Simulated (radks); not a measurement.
# The Coulomb parameter U of the 4f shell of Pm³⁺

Aim: U as the second difference [E(n + 0.25) + E(n − 0.25) − 2E(n)]/0.25², with all orbitals relaxed. Bare: the atom's charge changes with n. Screened: the 6s shell takes up the change. The start is a model configuration, not necessarily the ground state.

The numbers are computed with radks (a radial shooting solver on a logarithmic mesh, Libxc functionals) version 1 (Dirac Kohn-Sham, BLYP, spin-unpolarised, spherical densities, finite nucleus; open shells are shared between the two j in proportion to 2j + 1), except any that are marked as measured or tabulated.

## 1. What is computed

```
element            : promethium (Z = 61)
charge             : +3
electrons          : 58
configuration      : [Xe] 4f3 6s1
nuclear rms radius : 4.962 fm
```

Outer shells as boxes (Hund's rule):

Pm³⁺
```
[Xe] core
4f [↑ ][↑ ][↑ ][  ][  ][  ][  ]
6s [↑ ]
```

## 2. Start: [Xe] 4f3 6s1

Input:

```text
Z 61
configuration [Xe] 4f3 6s1
relativity Dirac
functional b88,lyp
spin unpolarised
j_filling average
nucleus finite rms 4.962 fm
c 137.035999084
```

## 3. Bare +0.25: [Xe] 4f3.25 6s1

Input: that of step 2 with these lines changed.

```diff
@@ -1,3 +1,3 @@
 Z 61
-configuration [Xe] 4f3 6s1
+configuration [Xe] 4f3.25 6s1
 relativity Dirac
```

## 4. Bare -0.25: [Xe] 4f2.75 6s1

Input: that of step 3 with these lines changed.

```diff
@@ -1,3 +1,3 @@
 Z 61
-configuration [Xe] 4f3.25 6s1
+configuration [Xe] 4f2.75 6s1
 relativity Dirac
```

## 5. Screened +0.25: [Xe] 4f3.25 6s0.75

Input: that of step 4 with these lines changed.

```diff
@@ -1,3 +1,3 @@
 Z 61
-configuration [Xe] 4f2.75 6s1
+configuration [Xe] 4f3.25 6s0.75
 relativity Dirac
```

## 6. Screened -0.25: [Xe] 4f2.75 6s1.25

Input: that of step 5 with these lines changed.

```diff
@@ -1,3 +1,3 @@
 Z 61
-configuration [Xe] 4f3.25 6s0.75
+configuration [Xe] 4f2.75 6s1.25
 relativity Dirac
```

Q: Predict the outcome of this session.

**Answer**, as computed:

```tsv
quantity	value (eV)
U, bare	19.456
U, screened by 6s	8.502
```

In words: Letting 6s compensate leaves 44 % of the bare value; this second difference measures U(4f,4f) + U(6s,6s) − 2U(4f,6s). A solid screens further than the bare atom, so the bare value is an upper guide for the U of a crystal.
